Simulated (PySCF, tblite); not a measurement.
**C5H7NO2Si: geometry, infrared bands and NMR shifts**

What infrared bands and NMR shifts should C5H7NO2Si (`C=N[C@H]([SiH3])C(=C=O)C=O`) show?

Computed with tblite 0.8.0 and PySCF 2.14.0, with density-fitted response routines of our own, on a single molecule in the gas phase. Atoms are numbered from 0 throughout.

## 1. The starting structure

16 atoms, charge 0, multiplicity 1; geometry from: force field or distance geometry start.

Bonds of the start (Å): C0–N1 1.29, N1–C2 1.49, C2–Si3 1.89, C2–C4 1.52, C4–C5 1.31, C5–O6 1.17, C4–C7 1.48, C7–O8 1.22, C0–H9 1.09, C0–H10 1.10, C2–H11 1.09, Si3–H12 1.49, Si3–H13 1.49, Si3–H14 1.50, C7–H15 1.11.

## 2. Relaxing the molecule with GFN2-xTB

Job settings and geometry (Å):

```
{"job": {"kind": "relax", "xc": "GFN2-xTB", "basis": "xTB"}, "charge": 0, "multiplicity": 1}
C      1.594900     0.535400    -1.886300
N      0.726600    -0.292400    -1.422200
C      0.385800    -0.111000     0.015100
Si     0.477400    -1.791000     0.884500
C     -0.991300     0.516300     0.130700
C     -2.028800     0.226000    -0.611400
O     -2.986300    -0.007900    -1.242900
C     -1.197700     1.528800     1.187200
O     -0.310200     1.862400     1.954900
H      1.896600     0.456400    -2.934100
H      2.037300     1.355100    -1.302500
H      1.122700     0.517200     0.511100
H      1.857600    -2.339900     0.841800
H     -0.464200    -2.772400     0.283300
H      0.093100    -1.631600     2.323200
H     -2.221100     1.957400     1.256100
```

Command:

```bash
$ OMP_NUM_THREADS=1 python probes_run.py task.json out
```

One launch serves the whole session: the jobs run in the order shown.

What it wrote:

```text
step      E/eV     max force
  0    -733.67411    2.353
  1    -733.73360    3.862
  2    -733.80323    1.976
  3    -733.81677    1.437
  4    -733.83969    0.343
  5    -733.84774    0.295
  6    -733.86249    0.502
  7    -733.87063    0.536
  8    -733.87611    0.183
  9    -733.87987    0.173
 10    -733.88375    0.242
 11    -733.88650    0.168
 12    -733.88973    0.143
 13    -733.89250    0.174
 14    -733.89505    0.188
 15    -733.89729    0.128
 16    -733.89982    0.146
 17    -733.90266    0.169
 18    -733.90539    0.199
 19    -733.90778    0.151
 20    -733.91024    0.126
 21    -733.91344    0.154
 22    -733.91759    0.198
 23    -733.92167    0.164
 24    -733.92491    0.151
 25    -733.92762    0.129
 26    -733.92997    0.167
 27    -733.93179    0.151
 28    -733.93318    0.118
 29    -733.93428    0.129
 30    -733.93530    0.081
 31    -733.93628    0.072
 32    -733.93707    0.094
 33    -733.93809    0.100
 34    -733.93954    0.103
 35    -733.94123    0.115
 36    -733.94285    0.083
 37    -733.94425    0.091
 38    -733.94555    0.089
 39    -733.94676    0.084
 40    -733.94772    0.069
 41    -733.94851    0.081
 42    -733.94944    0.085
 43    -733.95073    0.144
 44    -733.95256    0.160
 45    -733.95453    0.108
 46    -733.95603    0.083
 47    -733.95657    0.071
 48    -733.95740    0.083
 49    -733.95812    0.079
 50    -733.95886    0.060
 51    -733.95951    0.065
 52    -733.96021    0.096
 53    -733.96096    0.086
 54    -733.96170    0.061
 55    -733.96219    0.047
 56    -733.96248    0.038
 57    -733.96271    0.038
 58    -733.96302    0.051
 59    -733.96342    0.057
 60    -733.96391    0.056
 61    -733.96438    0.066
 62    -733.96481    0.063
 63    -733.96525    0.051
 64    -733.96570    0.047
 65    -733.96603    0.051
 66    -733.96624    0.039
 67    -733.96639    0.029
 68    -733.96653    0.042
 69    -733.96670    0.033
 70    -733.96685    0.032
 71    -733.96697    0.028
 72    -733.96712    0.035
 73    -733.96726    0.027
 74    -733.96739    0.036
 75    -733.96752    0.042
 76    -733.96772    0.042
 77    -733.96802    0.056
 78    -733.96836    0.045
 79    -733.96860    0.040
 80    -733.96876    0.039
 81    -733.96895    0.046
 82    -733.96934    0.075
 83    -733.97007    0.101
 84    -733.97112    0.113
 85    -733.97206    0.105
 86    -733.97282    0.066
 87    -733.97356    0.070
 88    -733.97443    0.086
 89    -733.97559    0.084
 90    -733.97604    0.238
 91    -733.97730    0.093
 92    -733.97799    0.102
 93    -733.97977    0.114
 94    -733.98064    0.102
 95    -733.98170    0.085
 96    -733.98207    0.055
 97    -733.98230    0.046
 98    -733.98258    0.064
 99    -733.98295    0.067
100    -733.98342    0.065
101    -733.98364    0.059
102    -733.98385    0.060
103    -733.98410    0.066
104    -733.98449    0.120
105    -733.98513    0.088
106    -733.98611    0.060
107    -733.98643    0.040
108    -733.98663    0.040
109    -733.98674    0.032
110    -733.98683    0.030
111    -733.98689    0.032
112    -733.98693    0.018
113    -733.98696    0.011
114    -733.98697    0.010
```

Run time: 1.4 s. Hardware: 1 thread of Intel Xeon Platinum 8259CL at 2.50GHz, shared host; peak memory 0.18 GiB.

Step by step: (not every step is listed)

| step | energy from step 0 (eV) | largest force (eV/Å) |
| --- | --- | --- |
| 0 | 0.0000 | 2.3529 |
| 1 | -0.0595 | 3.8622 |
| 2 | -0.1291 | 1.9764 |
| 3 | -0.1427 | 1.4372 |
| 4 | -0.1656 | 0.3434 |
| 5 | -0.1736 | 0.2947 |
| 6 | -0.1884 | 0.5023 |
| 7 | -0.1965 | 0.5362 |
| 8 | -0.2020 | 0.1832 |
| 18 | -0.2313 | 0.1995 |
| 28 | -0.2591 | 0.1178 |
| 38 | -0.2714 | 0.0894 |
| 48 | -0.2833 | 0.0833 |
| 58 | -0.2889 | 0.0514 |
| 68 | -0.2924 | 0.0421 |
| 78 | -0.2942 | 0.0448 |
| 88 | -0.3003 | 0.0863 |
| 98 | -0.3085 | 0.0642 |
| 108 | -0.3125 | 0.0397 |
| 109 | -0.3126 | 0.0318 |
| 110 | -0.3127 | 0.0298 |
| 111 | -0.3128 | 0.0319 |
| 112 | -0.3128 | 0.0182 |
| 113 | -0.3128 | 0.0108 |
| 114 | -0.3129 | 0.0097 |

Distances of close pairs at the start and the end, largest changes first:

| bond | before (Å) | after (Å) | change (Å) |
| --- | --- | --- | --- |
| N1–C2 | 1.488 | 1.418 | -0.070 |
| Si3–H14 | 1.498 | 1.456 | -0.042 |
| C2–Si3 | 1.894 | 1.935 | +0.042 |
| C0–N1 | 1.286 | 1.254 | -0.032 |
| C4–C7 | 1.478 | 1.451 | -0.027 |
| Si3–H13 | 1.487 | 1.462 | -0.025 |
| Si3–H12 | 1.486 | 1.464 | -0.022 |
| C5–O6 | 1.171 | 1.156 | -0.015 |

The end geometry stands in the next job.

## 3. Vibrational analysis with GFN2-xTB

Job settings and geometry (Å):

```
{"job": {"kind": "ir", "xc": "GFN2-xTB", "basis": "xTB"}, "charge": 0, "multiplicity": 1}
C      1.619536     0.153778    -1.974820
N      0.543094    -0.159981    -1.412667
C      0.329079     0.137653    -0.042404
Si     0.591609    -1.515839     0.928664
C     -1.089158     0.613725     0.181272
C     -1.984517     0.512714    -0.767085
O     -2.795418     0.428813    -1.586613
C     -1.392875     1.191043     1.477010
O     -0.593208     1.266142     2.379178
H      1.761790    -0.130770    -3.006104
H      2.432435     0.703029    -1.487683
H      1.014351     0.906071     0.350374
H      2.010722    -1.839062     0.775106
H     -0.254184    -2.507815     0.267732
H      0.221670    -1.322599     2.323074
H     -2.422524     1.572043     1.583555
```

What it wrote:

```text
mode    cm-1     km/mol
  1      35.6      1.47
  2      78.5      1.59
  3     101.4      0.92
  4     110.2      0.49
  5     121.1     14.42
  6     145.5     10.77
  7     185.5     10.27
  8     212.2      6.29
  9     307.5      0.68
 10     366.0      2.38
 11     410.2      4.45
 12     465.0     20.38
 13     535.8     40.32
 14     549.9     15.81
 15     565.2     15.48
 16     609.3     14.92
 17     650.5     46.79
 18     755.1    127.39
 19     759.7    166.39
 20     765.2     83.39
 21     782.6    316.74
 22     875.1     19.36
 23     895.5      4.93
 24     961.0     10.80
 25    1039.7     48.06
 26    1126.0     14.52
 27    1183.3     25.64
 28    1196.4    115.57
 29    1275.8     15.82
 30    1345.7      0.37
 31    1418.1     10.63
 32    1424.9     34.35
 33    1709.1    574.84
 34    1725.3     70.20
 35    2252.7   1337.13
 36    2271.8    178.09
 37    2292.8    387.84
 38    2345.4    227.53
 39    2798.5    125.48
 40    2820.9     40.05
 41    2879.9     97.50
 42    3083.0     19.33
```

Run time: 1.2 s. Hardware: 1 thread of Intel Xeon Platinum 8259CL at 2.50GHz, shared host; peak memory 0.18 GiB.

Which atoms move in the most intense modes:

| cm⁻¹ | km/mol | atoms |
| --- | --- | --- |
| 755 | 127.4 | H12 51 %, H13 25 %, H14 12 % |
| 760 | 166.4 | H14 48 %, H13 38 % |
| 783 | 316.7 | H12 31 %, H14 25 %, H13 18 %, Si3 11 % |
| 1709 | 574.8 | C7 57 %, O8 38 % |
| 2253 | 1337.1 | C5 67 %, O6 21 % |
| 2272 | 178.1 | H12 95 % |
| 2293 | 387.8 | H13 94 % |
| 2345 | 227.5 | H14 96 % |

## 4. NMR shieldings: PBE0/pcSseg-1

The job, as its differences from that of step 3:

```diff
@@ -1,2 +1,2 @@
-{"job": {"kind": "ir", "xc": "GFN2-xTB", "basis": "xTB"}, "charge": 0, "multiplicity": 1}
+{"job": {"kind": "nmr", "xc": "PBE0", "basis": "pcSseg-1"}, "charge": 0, "multiplicity": 1}
 C      1.619536     0.153778    -1.974820
```

Method: GIAO PBE0/pcSseg-1 NMR shielding, non-relativistic, gas phase.

What it wrote:

```text
coarse grid: 14632 points
cycle   1  E = -688.4644234527  dE =  1.541e+00  |g| = 9.820e-01  |ddm| = 3.889e+00
cycle   2  E = -687.3336289925  dE =  1.131e+00  |g| = 2.501e+00  |ddm| = 4.732e+00
cycle   3  E = -688.6260589478  dE = -1.292e+00  |g| = 3.736e-01  |ddm| = 4.163e+00
cycle   4  E = -688.6476504045  dE = -2.159e-02  |g| = 2.428e-01  |ddm| = 6.429e-01
cycle   5  E = -688.6585019490  dE = -1.085e-02  |g| = 6.501e-02  |ddm| = 2.261e-01
cycle   6  E = -688.6593932450  dE = -8.913e-04  |g| = 2.219e-02  |ddm| = 7.446e-02
cycle   7  E = -688.6594867594  dE = -9.351e-05  |g| = 1.055e-02  |ddm| = 2.579e-02
cycle   8  E = -688.6595105815  dE = -2.382e-05  |g| = 2.577e-03  |ddm| = 1.074e-02
cycle   9  E = -688.6595121597  dE = -1.578e-06  |g| = 8.113e-04  |ddm| = 5.085e-03
final grid: 138984 points
cycle  10  E = -688.7327842573  dE = -6.468e-07  |g| = 1.573e-02  |ddm| = 3.363e-02
cycle  11  E = -688.7326038486  dE =  1.804e-04  |g| = 3.463e-02  |ddm| = 4.089e-02
cycle  12  E = -688.7328302071  dE = -2.264e-04  |g| = 2.160e-03  |ddm| = 2.949e-02
cycle  13  E = -688.7328312782  dE = -1.071e-06  |g| = 4.131e-04  |ddm| = 1.982e-03
cycle  14  E = -688.7328313007  dE = -2.245e-08  |g| = 2.529e-04  |ddm| = 6.699e-04
cycle  15  E = -688.7328313137  dE = -1.306e-08  |g| = 4.688e-05  |ddm| = 2.843e-04
cycle  16  E = -688.7328313141  dE = -4.036e-10  |g| = 1.805e-05  |ddm| = 6.329e-05
converged SCF energy = -688.7328313141

GIAO shielding tensors (ppm)
atom      isotropic    diamagn.    paramagn.     s11        s22        s33       span
  0 C       31.606     254.261    -222.654    -67.607     43.397    119.029    186.636
  1 N     -128.562     329.203    -457.764   -481.506   -165.810    261.631    743.136
  2 C      127.180     246.331    -119.150    103.594    106.809    171.138     67.544
  3 Si     406.008     880.663    -474.654    365.074    397.918    455.032     89.958
  4 C      125.203     268.369    -143.166    100.462    132.403    142.743     42.281
  5 C      -18.953     261.644    -280.597    -95.186    -51.728     90.055    185.241
  6 O      -83.759     402.169    -485.928   -245.696    -99.418     93.835    339.531
  7 C        0.681     236.574    -235.893    -91.565    -10.540    104.148    195.713
  8 O     -305.344     402.986    -708.329   -937.296   -366.515    387.780   1325.077
  9 H       24.492      29.522      -5.030     23.000     23.538     26.939      3.940
 10 H       23.814      31.040      -7.226     20.666     23.947     26.829      6.163
 11 H       27.557      33.294      -5.737     25.395     26.924     30.352      4.957
 12 H       28.176      30.014      -1.838     24.844     26.250     33.435      8.591
 13 H       27.860      29.883      -2.023     24.760     26.820     32.000      7.240
 14 H       27.396      29.656      -2.261     23.488     27.059     31.640      8.152
 15 H       21.771      25.499      -3.728     19.575     20.001     25.736      6.161
```

Run time: 46 s. Hardware: 1 thread of Intel Xeon Platinum 8259CL at 2.50GHz, shared host; peak memory 0.86 GiB.

The references, computed at this level on geometries of the same kind, shield at (ppm): 1H TMS 31.72, 13C TMS 186.9, 29Si TMS 349.2, 15N NH3 267.7, 17O H2O 336.1. Their shielding less the atom's gives the shift. The references are single molecules in the gas phase, so shifts against H2O, NH3, PH3, H3PO4 or CFCl3 are not on the usual liquid scales and can be off by tens of ppm. Atoms listed in one row are averaged.

| atoms | environment | σ (ppm) | δ (ppm) | δ scaled to CDCl3 |
| --- | --- | --- | --- | --- |
| C5 | central carbon of a ketene | -19.0 | 205.9 | 199.0 |
| C7 | aldehyde carbonyl carbon | 0.7 | 186.2 | 179.9 |
| C0 | C=N carbon | 31.6 | 155.3 | 149.7 |
| C4 | terminal carbon of a ketene | 125.2 | 61.7 | 58.3 |
| C2 | allylic sp3 CH bonded to N and Si | 127.2 | 59.7 | 56.4 |
| H15 | hydrogen on an aldehyde carbonyl carbon | 21.77 | 9.95 | 9.48 |
| H10 | hydrogen on a C=N carbon | 23.81 | 7.90 | 7.56 |
| H9 | hydrogen on a C=N carbon | 24.49 | 7.22 | 6.92 |
| H11 | hydrogen on an allylic sp3 CH bonded to N and Si | 27.56 | 4.16 | 4.03 |
| H12, H13, H14 | hydrogen on a silicon bonded to C | 27.81 | 3.91 | – |
| N1 | imine nitrogen | -128.6 | 396.3 | – |
| Si3 | silicon bonded to C, 3 H | 406.0 | -56.9 | – |
| O8 | aldehyde oxygen | -305.3 | 641.4 | – |
| O6 | carbonyl oxygen | -83.8 | 419.8 | – |

The scaled column applies a straight-line fit of computed shieldings to shifts measured in CDCl3 (root-mean-square error 0.16 ppm for H, 1.9 ppm for C).

Charges from the same density, by scheme (e):

| atoms | Mulliken | IAO | Hirshfeld | ESP fit |
| --- | --- | --- | --- | --- |
| C0 | 0.01 | -0.13 | 0.01 | 0.13 |
| N1 | -0.41 | -0.26 | -0.14 | -0.44 |
| C2 | -0.16 | -0.24 | -0.06 | 0.11 |
| Si3 | 0.55 | 0.62 | 0.31 | 0.22 |
| C4 | -0.55 | -0.25 | -0.07 | -0.37 |
| C5 | 0.54 | 0.49 | 0.23 | 0.49 |
| O6 | -0.23 | -0.24 | -0.11 | -0.25 |
| C7 | 0.38 | 0.24 | 0.11 | 0.36 |
| O8 | -0.38 | -0.42 | -0.23 | -0.45 |

Mayer bond orders: C0–N1 1.94, N1–C2 0.97, C2–Si3 0.81, C2–C4 0.92, C4–C5 1.57, C5–O6 2.19, C4–C7 1.06, C7–O8 1.95.

## 5. Summary of results

```
                                                              quantity                                value
                             strongest single infrared mode (GFN2-xTB)               2253 cm⁻¹, 1337 km/mol
                                          zero-point energy (GFN2-xTB)                        65.0 kcal/mol
                                13C shifts against TMS (PBE0/pcSseg-1)  205.9, 186.2, 155.3, 61.7, 59.7 ppm
1H shifts against TMS (PBE0/pcSseg-1, means over atoms taken as alike)     9.95, 7.90, 7.22, 4.16, 3.91 ppm
                                15N shifts against NH3 (PBE0/pcSseg-1)                            396.3 ppm
                               29Si shifts against TMS (PBE0/pcSseg-1)                            -56.9 ppm
                                17O shifts against H2O (PBE0/pcSseg-1)                     641.4, 419.8 ppm
```

**Reading.** Over 114 steps the energy fell by 0.313 eV; of the close pairs, N1–C2 changed most, 1.488 to 1.418 Å. All 42 modes are real, so the xTB geometry is a minimum. The strongest single mode, at 2253 cm⁻¹, moves mainly C5. GFN2-xTB is a fitted tight-binding method: band positions and strengths are rough. Its intensities can rank the bands wrongly. The most deshielded hydrogen is H15 (hydrogen on an aldehyde carbonyl carbon), at 9.95 ppm: deshielded by the polar, anisotropic C=O bond. At PBE0/pcSseg-1: The widest tensor belongs to O8: span 1325 ppm, with a paramagnetic part of -708 ppm.
